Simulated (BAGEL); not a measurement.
# CH6ClNSi (SMILES CN[SiH2]Cl): levels of theory compared

Wanted: a comparison of 3 runs (HF/STO-3G, HF/6-31G*, HF/cc-pVDZ) of CH6ClNSi. 

Program for the calculation: BAGEL 1.2.2.

## 1. The system as given

CH6ClNSi: 10 atoms, total charge 0, spin state singlet. SMILES: `CN[SiH2]Cl`. The Si3–Cl4 distance was set to 3.112 Å, away from the relaxed value. At this shape a bond of the SMILES string is far longer than usual.

Bond lengths: C1–N2 1.450 Å, N2–Si3 1.697 Å, C1–H5 1.096 Å, C1–H6 1.093 Å, C1–H7 1.093 Å, N2–H8 1.008 Å, Si3–H9 1.479 Å, Si3–H10 1.479 Å. Some angles: C1–N2–Si3 123.8°, C1–N2–H8 113.6°, Si3–N2–H8 117.7°, N2–C1–H5 113.1°, N2–C1–H6 110.8°, N2–C1–H7 109.4°, N2–Si3–H9 108.1°, N2–Si3–H10 108.8°, H5–C1–H6 108.4°, H5–C1–H7 107.6°. A long bond or contact: Si3–Cl4 3.112 Å.

## 2. A single-point energy at HF/STO-3G (density fitting with qzvpp-jkfit) (run 1)

input.json

```json
{ "bagel": [

{
  "title": "molecule",
  "basis": "sto-3g",
  "df_basis": "qzvpp-jkfit",
  "angstrom": "true",
  "geometry": [
    { "atom": "C", "xyz": [      -0.072446,       1.940867,      -0.203169 ] },
    { "atom": "N", "xyz": [      -0.266846,       0.922867,      -1.216769 ] },
    { "atom": "Si", "xyz": [       0.647554,      -0.503933,      -1.309969 ] },
    { "atom": "Cl", "xyz": [       0.138000,      -2.533300,       0.993900 ] },
    { "atom": "H", "xyz": [      -0.663546,       1.764767,       0.702831 ] },
    { "atom": "H", "xyz": [      -0.324246,       2.930467,      -0.593469 ] },
    { "atom": "H", "xyz": [       0.979954,       1.965467,       0.089431 ] },
    { "atom": "H", "xyz": [      -1.199446,       0.906867,      -1.599369 ] },
    { "atom": "H", "xyz": [       0.290154,      -1.197533,      -2.566269 ] },
    { "atom": "H", "xyz": [       2.082554,      -0.159433,      -1.205969 ] }
  ]
},

{
  "title": "hf"
},

{
  "title": "print",
  "file": "orbitals.molden",
  "orbitals": "true"
}

]}
```

Launch:

```sh
BAGEL_NUM_THREADS=1 BAGEL input.json > input.out
```

Log:

```text
* using 1 threads per process

  ===============================================================
  ===============================================================

  *** Geometry ***

  { "atom" : "C", "xyz" : [     -0.136903,      3.667707,     -0.383934 ] },
  { "atom" : "N", "xyz" : [     -0.504266,      1.743966,     -2.299360 ] },
  { "atom" : "Si", "xyz" : [      1.223700,     -0.952295,     -2.475483 ] },
  { "atom" : "Cl", "xyz" : [      0.260782,     -4.787243,      1.878199 ] },
  { "atom" : "H", "xyz" : [     -1.253920,      3.334926,      1.328158 ] },
  { "atom" : "H", "xyz" : [     -0.612736,      5.537780,     -1.121494 ] },
  { "atom" : "H", "xyz" : [      1.851845,      3.714194,      0.169000 ] },
  { "atom" : "H", "xyz" : [     -2.266624,      1.713730,     -3.022369 ] },
  { "atom" : "H", "xyz" : [      0.548312,     -2.263009,     -4.849546 ] },
  { "atom" : "H", "xyz" : [      3.935457,     -0.301285,     -2.278951 ] },

  Number of auxiliary basis functions:      516

  Since a DF basis is specified, we compute 2- and 3-index integrals:
    o Being stored without compression. Storage requirement is 0.005 GB

  Number of basis functions:       34
  Number of electrons      :       50

    * METHOD: MOLECULE                             0.15

  *** RHF ***

  === Nuclear Repulsion ===
   188.3707142656

      * DIIS with orbital gradients will be used.

  === RHF iteration (sto-3g) ===
      0       -834.67506125          0.00869272           0.02
      1       -834.74466761          0.00244440           0.02
      2       -834.74909355          0.00091975           0.02
      3       -834.74961140          0.00026320           0.02
      4       -834.74966570          0.00010571           0.02
      5       -834.74967694          0.00002364           0.03
      6       -834.74967762          0.00000580           0.02
      7       -834.74967765          0.00000144           0.02
      8       -834.74967765          0.00000026           0.02
      9       -834.74967765          0.00000008           0.03
     10       -834.74967765          0.00000003           0.02
     11       -834.74967765          0.00000001           0.02
     12       -834.74967765          0.00000000           0.02
    * SCF iteration converged.

    * Permanent dipole moment:
           (   -0.130046,    -2.415612,     2.139089) a.u.

    * METHOD: HF                                   0.37

    * METHOD: PRINT                                0.00

  ===============================================================
```

It took 0.69 s on 1 thread of Intel Xeon 6975P-C (Granite Rapids), shared host.

## 3. The energy at HF/6-31G(d) (density fitting with qzvpp-jkfit, spherical functions) (run 2)

input.json

```json
{ "bagel": [

{
  "title": "molecule",
  "basis": "6-31gs.json",
  "df_basis": "qzvpp-jkfit",
  "angstrom": true,
  "geometry": [
    { "atom": "C", "xyz": [   -0.072446,    1.940867,   -0.203169 ] },
    { "atom": "N", "xyz": [   -0.266846,    0.922867,   -1.216769 ] },
    { "atom": "Si", "xyz": [    0.647554,   -0.503933,   -1.309969 ] },
    { "atom": "Cl", "xyz": [    0.138000,   -2.533300,    0.993900 ] },
    { "atom": "H", "xyz": [   -0.663546,    1.764767,    0.702831 ] },
    { "atom": "H", "xyz": [   -0.324246,    2.930467,   -0.593469 ] },
    { "atom": "H", "xyz": [    0.979954,    1.965467,    0.089431 ] },
    { "atom": "H", "xyz": [   -1.199446,    0.906867,   -1.599369 ] },
    { "atom": "H", "xyz": [    0.290154,   -1.197533,   -2.566269 ] },
    { "atom": "H", "xyz": [    2.082554,   -0.159433,   -1.205969 ] }
  ]
},
{ "title": "hf" },
{ "title": "print", "file": "orbitals.molden", "orbitals": true }

]}
```

The basis set 6-31G* is read from a file made from the Basis Set Exchange's data (not shown).

Launch:

```sh
BAGEL_NUM_THREADS=1 BAGEL input.json > input.out
```

Log:

```text
* using 1 threads per process

  ===============================================================
  ===============================================================

  *** Geometry ***

  { "atom" : "C", "xyz" : [     -0.136903,      3.667707,     -0.383934 ] },
  { "atom" : "N", "xyz" : [     -0.504266,      1.743966,     -2.299360 ] },
  { "atom" : "Si", "xyz" : [      1.223700,     -0.952295,     -2.475483 ] },
  { "atom" : "Cl", "xyz" : [      0.260782,     -4.787243,      1.878199 ] },
  { "atom" : "H", "xyz" : [     -1.253920,      3.334926,      1.328158 ] },
  { "atom" : "H", "xyz" : [     -0.612736,      5.537780,     -1.121494 ] },
  { "atom" : "H", "xyz" : [      1.851845,      3.714194,      0.169000 ] },
  { "atom" : "H", "xyz" : [     -2.266624,      1.713730,     -3.022369 ] },
  { "atom" : "H", "xyz" : [      0.548312,     -2.263009,     -4.849546 ] },
  { "atom" : "H", "xyz" : [      3.935457,     -0.301285,     -2.278951 ] },

  Number of auxiliary basis functions:      516

  Since a DF basis is specified, we compute 2- and 3-index integrals:
    o Being stored without compression. Storage requirement is 0.024 GB

  Number of basis functions:       76
  Number of electrons      :       50

    * METHOD: MOLECULE                             0.22

  *** RHF ***

  === Nuclear Repulsion ===
   188.3707142656

      * DIIS with orbital gradients will be used.

  === RHF iteration (6-31gs.json) ===
      0       -843.97817604          0.01770592           0.06
      1       -844.12337791          0.01028406           0.05
      2       -844.17392678          0.00172793           0.06
      3       -844.17562948          0.00039489           0.05
      4       -844.17582228          0.00011150           0.05
      5       -844.17584433          0.00003235           0.05
      6       -844.17584765          0.00001114           0.05
      7       -844.17584796          0.00000340           0.05
      8       -844.17584798          0.00000095           0.05
      9       -844.17584798          0.00000036           0.05
     10       -844.17584799          0.00000014           0.05
     11       -844.17584799          0.00000004           0.05
     12       -844.17584799          0.00000002           0.05
     13       -844.17584799          0.00000001           0.05
    * SCF iteration converged.

    * Permanent dipole moment:
           (   -0.027113,    -2.707231,     2.128736) a.u.

    * METHOD: HF                                   0.85

    * METHOD: PRINT                                0.01

  ===============================================================
```

It took 1.2 s on 1 thread of Intel Xeon 6975P-C (Granite Rapids), shared host.

## 4. A single-point energy at HF/cc-pVDZ (density fitting with qzvpp-jkfit) (run 3)

input.json

```json
{ "bagel" : [

{
  "title" : "molecule",
  "basis" : "cc-pvdz.json",
  "df_basis" : "qzvpp-jkfit",
  "angstrom" : true,
  "geometry" : [
    { "atom" : "C", "xyz" : [      -0.072446,       1.940867,      -0.203169 ] },
    { "atom" : "N", "xyz" : [      -0.266846,       0.922867,      -1.216769 ] },
    { "atom" : "Si", "xyz" : [       0.647554,      -0.503933,      -1.309969 ] },
    { "atom" : "Cl", "xyz" : [       0.138000,      -2.533300,       0.993900 ] },
    { "atom" : "H", "xyz" : [      -0.663546,       1.764767,       0.702831 ] },
    { "atom" : "H", "xyz" : [      -0.324246,       2.930467,      -0.593469 ] },
    { "atom" : "H", "xyz" : [       0.979954,       1.965467,       0.089431 ] },
    { "atom" : "H", "xyz" : [      -1.199446,       0.906867,      -1.599369 ] },
    { "atom" : "H", "xyz" : [       0.290154,      -1.197533,      -2.566269 ] },
    { "atom" : "H", "xyz" : [       2.082554,      -0.159433,      -1.205969 ] }
  ]
},

{ "title" : "hf" },

{ "title" : "print", "file" : "orbitals.molden", "orbitals" : true }

]}
```

The basis set cc-pVDZ is read from a file made from the Basis Set Exchange's data (not shown).

Launch:

```sh
BAGEL_NUM_THREADS=1 BAGEL input.json > input.out
```

Log:

```text
* using 1 threads per process

  ===============================================================
  ===============================================================

  *** Geometry ***

  { "atom" : "C", "xyz" : [     -0.136903,      3.667707,     -0.383934 ] },
  { "atom" : "N", "xyz" : [     -0.504266,      1.743966,     -2.299360 ] },
  { "atom" : "Si", "xyz" : [      1.223700,     -0.952295,     -2.475483 ] },
  { "atom" : "Cl", "xyz" : [      0.260782,     -4.787243,      1.878199 ] },
  { "atom" : "H", "xyz" : [     -1.253920,      3.334926,      1.328158 ] },
  { "atom" : "H", "xyz" : [     -0.612736,      5.537780,     -1.121494 ] },
  { "atom" : "H", "xyz" : [      1.851845,      3.714194,      0.169000 ] },
  { "atom" : "H", "xyz" : [     -2.266624,      1.713730,     -3.022369 ] },
  { "atom" : "H", "xyz" : [      0.548312,     -2.263009,     -4.849546 ] },
  { "atom" : "H", "xyz" : [      3.935457,     -0.301285,     -2.278951 ] },

  Number of auxiliary basis functions:      516

  Since a DF basis is specified, we compute 2- and 3-index integrals:
    o Being stored without compression. Storage requirement is 0.036 GB

  Number of basis functions:       94
  Number of electrons      :       50

    * METHOD: MOLECULE                             0.24

  *** RHF ***

  === Nuclear Repulsion ===
   188.3707142656

      * DIIS with orbital gradients will be used.

  === RHF iteration (cc-pvdz.json) ===
      0       -844.01848273          0.01334234           0.08
      1       -844.16981481          0.00865848           0.07
      2       -844.22273481          0.00140391           0.06
      3       -844.22472317          0.00035058           0.07
      4       -844.22494340          0.00011623           0.07
      5       -844.22496549          0.00003914           0.07
      6       -844.22496986          0.00001716           0.06
      7       -844.22497086          0.00000340           0.07
      8       -844.22497090          0.00000125           0.07
      9       -844.22497090          0.00000047           0.06
     10       -844.22497090          0.00000017           0.07
     11       -844.22497090          0.00000005           0.07
     12       -844.22497090          0.00000002           0.07
     13       -844.22497090          0.00000001           0.07
    * SCF iteration converged.

    * Permanent dipole moment:
           (   -0.026149,    -2.655828,     2.061238) a.u.

    * METHOD: HF                                   1.13

    * METHOD: PRINT                                0.01

  ===============================================================
```

It took 1.5 s on 1 thread of Intel Xeon 6975P-C (Granite Rapids), shared host.

## 5. All runs side by side

```csv
run,level,energy (Eh),dipole moment (D),HOMO energy (eV),LUMO energy (eV),wall time
1,HF/STO-3G (density fitting with qzvpp-jkfit),-834.749678,8.21,-6.22,2.67,0.69 s
2,"HF/6-31G* (density fitting with qzvpp-jkfit, spherical functions)",-844.175848,8.75,-9.84,0.25,1.2 s
3,HF/cc-pVDZ (density fitting with qzvpp-jkfit),-844.224971,8.55,-9.75,0.37,1.5 s
```

## 6. Summary of results

| quantity | value |
| --- | --- |
| run 3: total energy | -844.22497 Eh |
| run 3: dipole moment | 8.55 D |
| run 3: HOMO energy | -9.75 eV |
| run 3: LUMO energy | 0.37 eV |
| run 3: HOMO–LUMO gap | 10.11 eV |

What this shows: The dipole moment (its size) runs from 8.21 D (HF/STO-3G) to 8.75 D (HF/6-31G*). The HOMO–LUMO gap runs from 8.89 eV (HF/STO-3G) to 10.11 eV (HF/cc-pVDZ). In run 1 the basis is minimal, so the values are rough. In all runs a closed-shell determinant meets a far-stretched bond; if it breaks into open shells, such a determinant describes it badly, and no broken-symmetry solution was shown. All runs together took 3.5 s, the longest 1.5 s.
